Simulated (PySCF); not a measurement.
# CH₄BrClSi: geometry, electronic excitations

Wanted: the electronic excitations of CH₄BrClSi (`[SiH3][C@H](Cl)Br`), by calculation.

The runs use PySCF 2.14.0, with density-fitted response routines of our own; the level of theory stands in each step. All values are computed, except where a source is named. Atoms count from 0, in the outputs and in this text.

## (1) Starting geometry

8 atoms, charge 0, multiplicity 1; geometry from: GFN2-xTB. The atoms were then displaced at random by about 0.01 Å, so the start is not that level's minimum.

Bonds of the start (Å): Si0–C1 1.90, C1–Cl2 1.77, C1–Br3 1.97, Si0–H4 1.45, Si0–H5 1.44, Si0–H6 1.48, C1–H7 1.10.

## (2) Relaxing the molecule at PBE0-D3(BJ)/def2-SVP

The job: settings as JSON, then the geometry in Å.

```
{"job": {"xc": "PBE0", "basis": "def2-SVP", "d3": "d3bj", "grid": 1, "shake": 0.01, "kind": "geom"}, "charge": 0, "multiplicity": 1}
Si    -0.982270    -0.251270     0.004650
C      0.876550     0.119460    -0.173940
Cl     1.772310    -1.016480     0.840540
Br     1.265830     1.972970     0.367630
H     -1.324790    -0.036620     1.398230
H     -1.191830    -1.599060    -0.445030
H     -1.660170     0.745440    -0.860410
H      1.299500     0.046430    -1.184130
```

Started as:

```console
OMP_NUM_THREADS=1 python probes_run.py task.json out
```

The driver reads the jobs from task.json and runs them one after another.

**Question.** This job is followed by: TDDFT PBE0/aug-cc-pVTZ, vertical, gas phase, core orbitals frozen in the response; TDDFT PBE0/def2-TZVPD, vertical, gas phase, core orbitals frozen in the response. What will the session give for the following? point group; rotational constants (main isotopes); lowest singlet (PBE0/aug-cc-pVTZ); brightest single state of those computed; lowest triplet; range of the lowest singlet.

**Answer**, as computed:

```
                                quantity                         value
                             point group                            C1
    rotational constants (main isotopes)          3.09, 1.77, 1.17 GHz
       lowest singlet (PBE0/aug-cc-pVTZ)   5.41 eV (229 nm), f = 0.008
brightest single state of those computed  state 10, 7.60 eV, f = 0.045
                          lowest triplet                       4.82 eV
             range of the lowest singlet               5.40 to 5.41 eV
```

In words: The start of the PBE0/def2-SVP relaxation was shaken at random by about 0.01 Å, so part of the energy gained, and of the first lengths quoted, undoes that. Over 3 steps the energy fell by 0.074 eV; of the close pairs, Si0–H5 changed most, 1.436 to 1.492 Å. The first singlet state (HOMO→LUMO 0.97) lies at 5.41 eV and is weak; of the 10 states computed, the strongest absorption comes from state 10 at 7.60 eV (the last computed, so partners may be missing). The lowest triplet lies 0.59 eV below the lowest singlet (triplets in Tamm-Dancoff, singlets in full TDDFT). The lowest singlet runs from 5.40 eV (PBE0/def2-TZVPD) to 5.41 eV (PBE0/aug-cc-pVTZ), while the orbital gap spans 6.91 to 6.92 eV. The lowest state need not be the same one in every run.
